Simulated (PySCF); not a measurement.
# Se⁻ with other numerical set-ups

Which parts of the numerical set-up matter for Se⁻? Each run edits the base script.

Computed with PySCF 2.14.0. Level: each script names its method and basis.

1 further run of the same task is left out (it didn't finish).

## 1. The atom

Se⁻: 1 atom, charge -1, spin multiplicity 2.

## 2. The base run

input.py reads:

```python
from pyscf import gto, dft

mol = gto.M(
    atom='Se 0 0 0',
    basis='6-311++g**',
    charge=-1,
    spin=1,
    verbose=4,
)
mf = dft.UKS(mol, xc='mn15')
mf.kernel()
mf.dip_moment()
print('orbital energies (hartree):', [e[max(0, n-3):n+3].round(4) for e, n in zip(mf.mo_energy, mol.nelec)])
```

Launch:

```sh
OMP_NUM_THREADS=1 python input.py
```

The log of this run is left out.

It gives: E(SCF) = -2401.914150 Eh, 8 cycles, ⟨S²⟩ = 0.752.

## 3. Density fitting auto

Edit 1 changes density fitting: none → auto.

input.py reads:

```python
from pyscf import gto, dft

mol = gto.M(
    atom='Se 0 0 0',
    basis='6-311++g**',
    charge=-1,
    spin=1,
    verbose=4,
)
mf = dft.UKS(mol, xc='mn15')
mf = mf.density_fit()
mf.kernel()
mf.dip_moment()
print('orbital energies (hartree):', [e[max(0, n-3):n+3].round(4) for e, n in zip(mf.mo_energy, mol.nelec)])
```

Launch:

```sh
OMP_NUM_THREADS=1 python input.py
```

## 4. Density fitting def2-universal-jkfit

Edit 2 changes density fitting: none → def2-universal-jkfit.

input.py: that of step 2 with these lines changed.

```diff
@@ -10,2 +10,3 @@
 mf = dft.UKS(mol, xc='mn15')
+mf = mf.density_fit(auxbasis='def2-universal-jkfit')
 mf.kernel()
```

## 5. Pcseg-1

Edit 3 changes basis set: 6-311++g** → pcseg-1.

input.py: that of step 2 with these lines changed.

```diff
@@ -4,3 +4,3 @@
     atom='Se 0 0 0',
-    basis='6-311++g**',
+    basis='pcseg-1',
     charge=-1,
```

## 6. Density fitting cc-pvdz-jkfit

Edit 4 changes density fitting: none → cc-pvdz-jkfit.

input.py: that of step 2 with these lines changed.

```diff
@@ -10,2 +10,3 @@
 mf = dft.UKS(mol, xc='mn15')
+mf = mf.density_fit(auxbasis='cc-pvdz-jkfit')
 mf.kernel()
```

Before running it: what results should come out? Wanted: for each run, E(SCF); from base; gap, α spin.

**Answer**, as computed:

| run | E(SCF) (hartree) | from base (eV) | cycles | gap, α spin (eV) | functions |
| --- | --- | --- | --- | --- | --- |
| base | -2401.914150 | 0 | 8 | 13.66 | 44 |
| density fitting auto | -2401.914182 | -0.0009 | 8 | 13.66 | 44 |
| density fitting def2-universal-jkfit | -2401.914509 | -0.0098 | 8 | 13.64 | 44 |
| pcseg-1 | -2401.665056 | +6.7782 | 7 | 15.59 | 27 |
| density fitting cc-pvdz-jkfit | -2401.638538 | +7.4998 | 8 | 13.66 | 44 |

**Reading.** Of the runs whose energies can be compared, “density fitting cc-pvdz-jkfit” moves the SCF energy most (+7.500 eV). pcseg-1 (27 functions) gives an energy 6.78 eV higher than 6-311++g** (44).
